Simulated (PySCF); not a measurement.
# C₃H₁₂GeSi: NMR shifts, electronic excitations and K edges in gas and solvents, part 2 of 2

PySCF 2.14.0. Atoms count from 0. Earlier steps stand in the parts before.

### 5 TDDFT and polarisability: CAM-B3LYP/def2-SVPD

Job settings and geometry (Å):

```
{"job": {"kind": "uv", "xc": "CAM-B3LYP", "basis": "def2-SVPD", "dynamic": true, "nstates": 6, "ntriplets": 0}, "charge": 0, "multiplicity": 1}
C      2.232884    -0.203847    -0.316259
Ge     0.771488    -1.136994     0.583671
C     -0.955777    -0.253512     0.231380
C     -1.320926    -0.304743    -1.256258
Si    -1.002327     1.499509     0.920818
H      2.349051     0.813975     0.083653
H      3.179093    -0.745060    -0.172966
H      2.035371    -0.131189    -1.395895
H      0.686467    -2.588100     0.054239
H      1.029494    -1.180533     2.105675
H     -1.695489    -0.829876     0.816787
H     -0.588837     0.240793    -1.873926
H     -1.356491    -1.339913    -1.633603
H     -2.307209     0.147275    -1.453648
H     -2.363668     2.098332     0.739876
H     -0.664381     1.510870     2.378058
H     -0.019808     2.372394     0.202587
```

Level: TDDFT CAM-B3LYP/def2-SVPD, vertical, gas phase, core orbitals frozen in the response.

The program printed:

```text
coarse grid: 59032 points
cycle   1  E = -2487.6029221654  dE = -6.070e-01  |g| = 4.848e-01  |ddm| = 4.842e+00
cycle   2  E = -2487.6090037768  dE = -6.082e-03  |g| = 4.782e-01  |ddm| = 1.053e+00
cycle   3  E = -2487.6430568046  dE = -3.405e-02  |g| = 2.703e-02  |ddm| = 5.539e-01
cycle   4  E = -2487.6432165430  dE = -1.597e-04  |g| = 1.517e-02  |ddm| = 8.376e-02
cycle   5  E = -2487.6432781358  dE = -6.159e-05  |g| = 3.263e-03  |ddm| = 2.362e-02
cycle   6  E = -2487.6432808413  dE = -2.706e-06  |g| = 4.483e-04  |ddm| = 5.650e-03
final grid: 123056 points
cycle   7  E = -2487.6432280830  dE = -9.298e-08  |g| = 3.274e-04  |ddm| = 5.315e-03
cycle   8  E = -2487.6432280934  dE = -1.041e-08  |g| = 2.792e-04  |ddm| = 1.125e-03
cycle   9  E = -2487.6432281113  dE = -1.788e-08  |g| = 3.908e-05  |ddm| = 3.909e-04
cycle  10  E = -2487.6432281117  dE = -4.270e-10  |g| = 7.303e-06  |ddm| = 6.952e-05
converged SCF energy = -2487.6432281117

Static polarisability (au): isotropic 96.273, principal 89.385 93.809 105.624

Singlet excitations
state   eV       nm        f      main configurations
  1   7.4324    166.8   0.00149   H->L 0.71, H->L+1 0.21
  2   7.7604    159.8   0.08651   H->L+1 0.68, H->L 0.17
  3   8.0371    154.3   0.08618   H-1->L 0.75
  4   8.1179    152.7   0.13887   H->L+2 0.65
  5   8.2039    151.1   0.02827   H->L+4 0.40, H-1->L+1 0.21, H->L+3 0.19
  6   8.2496    150.3   0.01351   H-1->L+1 0.54, H->L+3 0.15
```

Run time: 79 s. Hardware: 1 thread of Arm Neoverse N1, shared host; peak memory 1 GiB.

The orbitals next to the gap, with their largest atomic shares:

```
orbital      eV                         atoms
 HOMO−3  -10.58  Si4 20 %, Ge1 14 %, H15 13 %
 HOMO−2  -10.31    Ge1 32 %, H9 29 %, C0 15 %
 HOMO−1   -9.87    C0 21 %, C2 19 %, Ge1 16 %
   HOMO   -9.25   C2 34 %, Ge1 18 %, Si4 11 %
   LUMO    1.03    Ge1 24 %, Si4 16 %, C0 8 %
 LUMO+1    1.38   Ge1 15 %, C0 13 %, Si4 10 %
 LUMO+2    1.63   Ge1 30 %, H8 14 %, Si4 12 %
```

With each of the 6 states as a Gaussian band of 0.4 eV half-width at 1/e, the curve within the window shown has maxima at 154 nm (ε 12,000) L/(mol cm). Beyond the last state computed it falls off for lack of states. The curve at chosen wavelengths:

(nm, ε (L/mol/cm)): (145, 3356), (146, 4506), (148, 7177), (149, 8547), (151, 10906), (152, 11733), (154, 12442), (155, 12312), (157, 11239), (158, 10402), (159, 9444), (161, 7383), (162, 6369), (164, 4524), (165, 3728), (167, 2424), (168, 1912), (169, 1488), (171, 864), (172, 645), (174, 346), (175, 249), (177, 124), (178, 86), (180, 41), (181, 28)

Ground-state properties from the same run:

```
           property  computed
  dipole moment (D)      0.67
polarisability (Å³)     14.27
 HOMO–LUMO gap (eV)     10.28
      −ε(HOMO) (eV)      9.25
C6 with itself (au)      3405
```

### 6 Excited states and response: CAM-B3LYP/def2-SVPD in acetone

Settings changed since step 5:

```diff
@@ -1,2 +1,2 @@
-{"job": {"kind": "uv", "xc": "CAM-B3LYP", "basis": "def2-SVPD", "dynamic": true, "nstates": 6, "ntriplets": 0}, "charge": 0, "multiplicity": 1}
+{"job": {"kind": "uv", "xc": "CAM-B3LYP", "basis": "def2-SVPD", "solvent": "acetone", "nstates": 6, "ntriplets": 0}, "charge": 0, "multiplicity": 1}
 C      2.232884    -0.203847    -0.316259
```

With the program's defaults for keys left out, this is: TDDFT CAM-B3LYP/def2-SVPD, vertical, IEF-PCM acetone (non-equilibrium linear response), core orbitals frozen in the response.

The program printed:

```text
coarse grid: 59032 points
cycle   1  E = -2487.6050221474  dE = -6.085e-01  |g| = 4.828e-01  |ddm| = 4.844e+00
cycle   2  E = -2487.6118422678  dE = -6.820e-03  |g| = 4.733e-01  |ddm| = 1.068e+00
cycle   3  E = -2487.6447641874  dE = -3.292e-02  |g| = 2.525e-02  |ddm| = 5.471e-01
cycle   4  E = -2487.6449079693  dE = -1.438e-04  |g| = 1.335e-02  |ddm| = 8.199e-02
cycle   5  E = -2487.6449549233  dE = -4.695e-05  |g| = 2.783e-03  |ddm| = 2.146e-02
cycle   6  E = -2487.6449569556  dE = -2.032e-06  |g| = 4.314e-04  |ddm| = 5.383e-03
final grid: 123056 points
cycle   7  E = -2487.6449039417  dE = -8.621e-08  |g| = 3.386e-04  |ddm| = 5.172e-03
cycle   8  E = -2487.6449039473  dE = -5.585e-09  |g| = 3.173e-04  |ddm| = 1.037e-03
cycle   9  E = -2487.6449039709  dE = -2.358e-08  |g| = 3.162e-05  |ddm| = 3.838e-04
cycle  10  E = -2487.6449039712  dE = -3.333e-10  |g| = 9.212e-06  |ddm| = 7.256e-05
converged SCF energy = -2487.6449039712

Static polarisability (au): isotropic 131.650, principal 126.109 129.463 139.378

Singlet excitations
state   eV       nm        f      main configurations
  1   7.4343    166.8   0.00226   H->L 0.69, H->L+1 0.21
  2   7.7172    160.7   0.19515   H->L+1 0.62, H->L 0.19
  3   7.9918    155.1   0.22009   H-1->L 0.45, H->L+2 0.20, H->L+3 0.17
  4   8.0608    153.8   0.07949   H-1->L 0.36, H->L+2 0.35
  5   8.1609    151.9   0.05282   H->L+3 0.36, H->L+5 0.17, H->L+4 0.14
  6   8.2010    151.2   0.01820   H-1->L+1 0.37, H->L+4 0.18, H->L+5 0.15
```

Wall time 67 s (1 thread of Arm Neoverse N1, shared host); peak memory 1.2 GiB.

Key values: HOMO -9.09 eV, LUMO 1.18 eV; lowest singlet 7.43 eV.

### 7 TDDFT and polarisability: CAM-B3LYP/def2-SVPD in cyclohexane

Settings changed since step 6:

```diff
@@ -1,2 +1,2 @@
-{"job": {"kind": "uv", "xc": "CAM-B3LYP", "basis": "def2-SVPD", "solvent": "acetone", "nstates": 6, "ntriplets": 0}, "charge": 0, "multiplicity": 1}
+{"job": {"kind": "uv", "xc": "CAM-B3LYP", "basis": "def2-SVPD", "solvent": "cyclohexane", "nstates": 6, "ntriplets": 0}, "charge": 0, "multiplicity": 1}
 C      2.232884    -0.203847    -0.316259
```

Method: TDDFT CAM-B3LYP/def2-SVPD, vertical, IEF-PCM cyclohexane (non-equilibrium linear response), core orbitals frozen in the response.

The program printed:

```text
coarse grid: 59032 points
cycle   1  E = -2487.6038207402  dE = -6.076e-01  |g| = 4.839e-01  |ddm| = 4.843e+00
cycle   2  E = -2487.6101687902  dE = -6.348e-03  |g| = 4.762e-01  |ddm| = 1.057e+00
cycle   3  E = -2487.6437555559  dE = -3.359e-02  |g| = 2.616e-02  |ddm| = 5.509e-01
cycle   4  E = -2487.6439059424  dE = -1.504e-04  |g| = 1.435e-02  |ddm| = 8.257e-02
cycle   5  E = -2487.6439606375  dE = -5.470e-05  |g| = 3.040e-03  |ddm| = 2.254e-02
cycle   6  E = -2487.6439630074  dE = -2.370e-06  |g| = 4.277e-04  |ddm| = 5.454e-03
final grid: 123056 points
cycle   7  E = -2487.6439101560  dE = -8.783e-08  |g| = 3.176e-04  |ddm| = 5.249e-03
cycle   8  E = -2487.6439101641  dE = -8.046e-09  |g| = 2.791e-04  |ddm| = 1.033e-03
cycle   9  E = -2487.6439101818  dE = -1.773e-08  |g| = 3.564e-05  |ddm| = 3.607e-04
cycle  10  E = -2487.6439101822  dE = -3.802e-10  |g| = 7.546e-06  |ddm| = 6.951e-05
converged SCF energy = -2487.6439101822

Static polarisability (au): isotropic 108.807, principal 101.683 106.239 118.498

Singlet excitations
state   eV       nm        f      main configurations
  1   7.4237    167.0   0.00216   H->L 0.70, H->L+1 0.21
  2   7.7243    160.5   0.18219   H->L+1 0.65, H->L 0.19
  3   8.0002    155.0   0.19246   H-1->L 0.56, H->L+2 0.18
  4   8.0741    153.6   0.13041   H->L+2 0.47, H-1->L 0.27
  5   8.1734    151.7   0.04064   H->L+4 0.30, H-1->L+1 0.24, H->L+3 0.23
  6   8.2211    150.8   0.02902   H-1->L+1 0.40, H->L+3 0.24, H->L+5 0.18
```

Run time: 68 s. Hardware: 1 thread of Arm Neoverse N1, shared host; peak memory 1.2 GiB.

Key values: HOMO -9.17 eV, LUMO 1.11 eV; lowest singlet 7.42 eV.

### 8 Core excitations: BHandHLYP/def2-SVPD+aug-pcX-1+pcseg-1

Settings changed since step 7:

```diff
@@ -1,2 +1,2 @@
-{"job": {"kind": "uv", "xc": "CAM-B3LYP", "basis": "def2-SVPD", "solvent": "cyclohexane", "nstates": 6, "ntriplets": 0}, "charge": 0, "multiplicity": 1}
+{"job": {"kind": "xas", "xc": "BHandHLYP", "basis": {"default": "aug-pcX-1", "H": "pcseg-1", "Si": "def2-SVPD", "Ge": "def2-SVPD"}}, "charge": 0, "multiplicity": 1}
 C      2.232884    -0.203847    -0.316259
```

With the program's defaults for keys left out, this is: core-valence-separated TDA BHandHLYP/aug-pcX-1 H:pcseg-1 Si:def2-SVPD Ge:def2-SVPD, K edges, non-relativistic, gas phase.

The program printed:

```text
coarse grid: 59032 points
cycle   1  E = -2487.5219470327  dE = -6.166e-01  |g| = 4.046e-01  |ddm| = 4.078e+00
cycle   2  E = -2487.5360885547  dE = -1.414e-02  |g| = 3.450e-01  |ddm| = 6.483e-01
cycle   3  E = -2487.5564754670  dE = -2.039e-02  |g| = 3.595e-02  |ddm| = 3.283e-01
cycle   4  E = -2487.5567615560  dE = -2.861e-04  |g| = 1.509e-02  |ddm| = 6.557e-02
cycle   5  E = -2487.5568191659  dE = -5.761e-05  |g| = 2.609e-03  |ddm| = 1.952e-02
cycle   6  E = -2487.5568208557  dE = -1.690e-06  |g| = 4.589e-04  |ddm| = 3.506e-03
final grid: 123056 points
cycle   7  E = -2487.5567788482  dE = -8.581e-08  |g| = 3.063e-04  |ddm| = 3.952e-03
cycle   8  E = -2487.5567788612  dE = -1.295e-08  |g| = 2.335e-04  |ddm| = 8.589e-04
cycle   9  E = -2487.5567788754  dE = -1.424e-08  |g| = 2.831e-05  |ddm| = 2.997e-04
cycle  10  E = -2487.5567788756  dE = -1.896e-10  |g| = 5.102e-06  |ddm| = 3.688e-05
converged SCF energy = -2487.5567788756

C K edge
   eV          f      from atoms
  285.182   0.00013   C0
  285.356   0.01217   C2
  285.524   0.00673   C3
  285.809   0.03344   C2
  285.973   0.03436   C0
  286.041   0.03087   C0
  286.144   0.03194   C0
  286.184   0.03065   C2
  286.296   0.00676   C2
  286.309   0.02841   C3
  286.396   0.03376   C3
  286.477   0.00295   C2
  286.698   0.00130   C2
  286.713   0.01019   C3
  286.741   0.00989   C0
  286.870   0.00180   C0
```

It took 28 s on 1 thread of Arm Neoverse N1, shared host; peak memory 0.84 GiB.

### 9 Side by side: NMR shifts

Shifts (ppm) of some atoms, chosen among heavy atoms and hydrogens apart, with basis size and wall time:

```
                         run    C3    C2     C0    H9   H10   Ge1    Si4  functions  time
    PBE0/pcSseg-1 in acetone  15.0  -0.1  -10.0  4.04  0.48  -109  -59.6        176  39 s
PBE0/pcSseg-1 in cyclohexane  14.9  -0.7  -10.2  4.12  0.35  -109  -59.7        176  36 s
```

The continuum's effect on the ground state:

```
    solvent      ε  polarisation energy (Eh)  μ (D)
cyclohexane   2.02                   -0.0007   0.79
    acetone  20.49                   -0.0017   0.92
```

### 10 Comparing the runs: electronic excitations

Excitations and ground-state properties, with basis size and wall time:

```
                               run  lowest singlet (eV)  brightest (eV)      f  gap (eV)  α (Å³)  μ (D)  functions  time
               CAM-B3LYP/def2-SVPD                 7.43            8.12  0.139     10.28   14.27   0.67        218  79 s
    CAM-B3LYP/def2-SVPD in acetone                 7.43            7.99  0.220     10.27   19.51   0.90        218  67 s
CAM-B3LYP/def2-SVPD in cyclohexane                 7.42            8.00  0.192     10.28   16.12   0.76        218  68 s
```

The continuum's effect on the ground state:

```
    solvent      ε  polarisation energy (Eh)  μ (D)
cyclohexane   2.02                   -0.0007   0.76
    acetone  20.49                   -0.0019   0.90
```

### 11 Outcome

What follows sums up all 2 parts.

```
                                                                       quantity                                                  value
                                                                    point group                                                     C1
                                           rotational constants (main isotopes)                                   3.32, 1.47, 1.33 GHz
                                13C shifts against TMS (PBE0/pcSseg-1, acetone)                                  15.0, -0.1, -10.0 ppm
1H shifts against TMS (PBE0/pcSseg-1, acetone, means over atoms taken as alike)                 4.04, 3.99, 3.83, 1.25, 0.48, 0.26 ppm
                             73Ge shifts against GeMe4 (PBE0/pcSseg-1, acetone)                                               -109 ppm
                               29Si shifts against TMS (PBE0/pcSseg-1, acetone)                                              -59.6 ppm
                                           lowest singlet (CAM-B3LYP/def2-SVPD)                            7.43 eV (167 nm), f = 0.001
                                       brightest single state of those computed                            state 4, 8.12 eV, f = 0.139
                                                                       C K edge  first line 285.18 eV, strongest 285.97 eV (f = 0.034)
                                                       range of the shift of C2                                       -0.7 to -0.1 ppm
                                                    range of the lowest singlet                                        7.42 to 7.43 eV
```

Over 5 steps the energy fell by 0.186 eV; of the close pairs, Ge1–H8 changed most, 1.499 to 1.547 Å. At PBE0/pcSseg-1: The largest span, 191 ppm, is at Ge1, where the paramagnetic term is -1319 ppm. The lowest singlet, at 7.43 eV, is HOMO→LUMO 0.71, HOMO→LUMO+1 0.21 and is weak; of the 6 states computed, the strongest absorption comes from state 4 at 8.12 eV. At the C edge the strongest single line lifts a 1s electron of C0 into several orbitals, led by LUMO+3 (weight 0.28), 0.8 eV above the first line. Absolute edge energies from this method are off by several eV; spacings are better. In ppm, C2 moves most: its shift spreads over 0.6 ppm, from -0.7 (PBE0/pcSseg-1 in cyclohexane) to -0.1 (PBE0/pcSseg-1 in acetone). Most of that comes from the computed reference, not from the atom's own shielding. The continuum holds electrostatics alone: no hydrogen bonds to the solvent, and the gas-phase geometry is kept. The lowest singlet runs from 7.42 eV (CAM-B3LYP/def2-SVPD in cyclohexane) to 7.43 eV (CAM-B3LYP/def2-SVPD in acetone), while the orbital gap spans 10.27 to 10.28 eV. The lowest state need not be the same one in every run. Spin-orbit coupling is left out, which matters for shieldings and couplings at and beside the heavy atoms.
